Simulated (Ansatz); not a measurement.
C₂H₄SSi, SMILES [SiH3]C1=CS1, a single point from an input written key by key

Computed with Ansatz's Python interface.

Run as a notebook:

**Cell 1**
```python
import ansatz as az
```

**Cell 2**
```python
DECK = '''
crystal:
  periodic: [false, false, false]
  atoms:
    - { symbol: Si, position_ang: [0.0978, 1.0785, -0.2971] }
    - { symbol: C, position_ang: [0.1164, -0.4902, 0.2644] }
    - { symbol: C, position_ang: [-0.3289, -1.7174, 0.2615] }
    - { symbol: S, position_ang: [1.0577, -1.4407, 1.3541] }
    - { symbol: H, position_ang: [-1.0143, 1.2788, -1.3496] }
    - { symbol: H, position_ang: [-0.25, 2.1117, 0.7723] }
    - { symbol: H, position_ang: [1.347, 1.5532, -0.9444] }
    - { symbol: H, position_ang: [-0.9336, -2.431, -0.117] }
basis:
  gaussian: { orbitals: cc-pVDZ }
correlation:
  method: mp2
accuracy: medium
scf:
  lower_state_search: 'off'
'''

session = az.Session.from_yaml(DECK)
r = session.plan(threads=1).execute().report
```

**Cell 3**
```python
print(f'E = {r["free_energy_ev"]:.6f} eV = {r["free_energy_ev"] / 27.211386246:.7f} Ha')
print('converged:', r['converged'], ' doubts:', r['published_state_doubts'] or 'none')
symbols = ['Si', 'C', 'C', 'S', 'H', 'H', 'H', 'H']
print('correlation energy', round(r['free_energy_ev'] - r['reference_energy_ev'], 5), 'eV')
cluster = r['correlation'].get('coupled_cluster')
if cluster:
    print('cycles', cluster['cycles'], ' T1 diagnostic', round(cluster['t1_diagnostic'], 4), ' largest double', round(cluster['largest_double'], 4))
```
Output:
```text
E = -20813.498432 eV = -764.8819595 Ha
converged: True  doubts: none
correlation energy -13.35658 eV
```

What to keep in mind:
- The settings weren't tested for convergence.
- The geometry is a force-field or estimated start, not a minimum of this method, and the basis set is short of its limit.
- Timing: 1.3 s on 1 thread of Arm Neoverse V1, with other jobs on the host, peak memory 0.17 GiB.
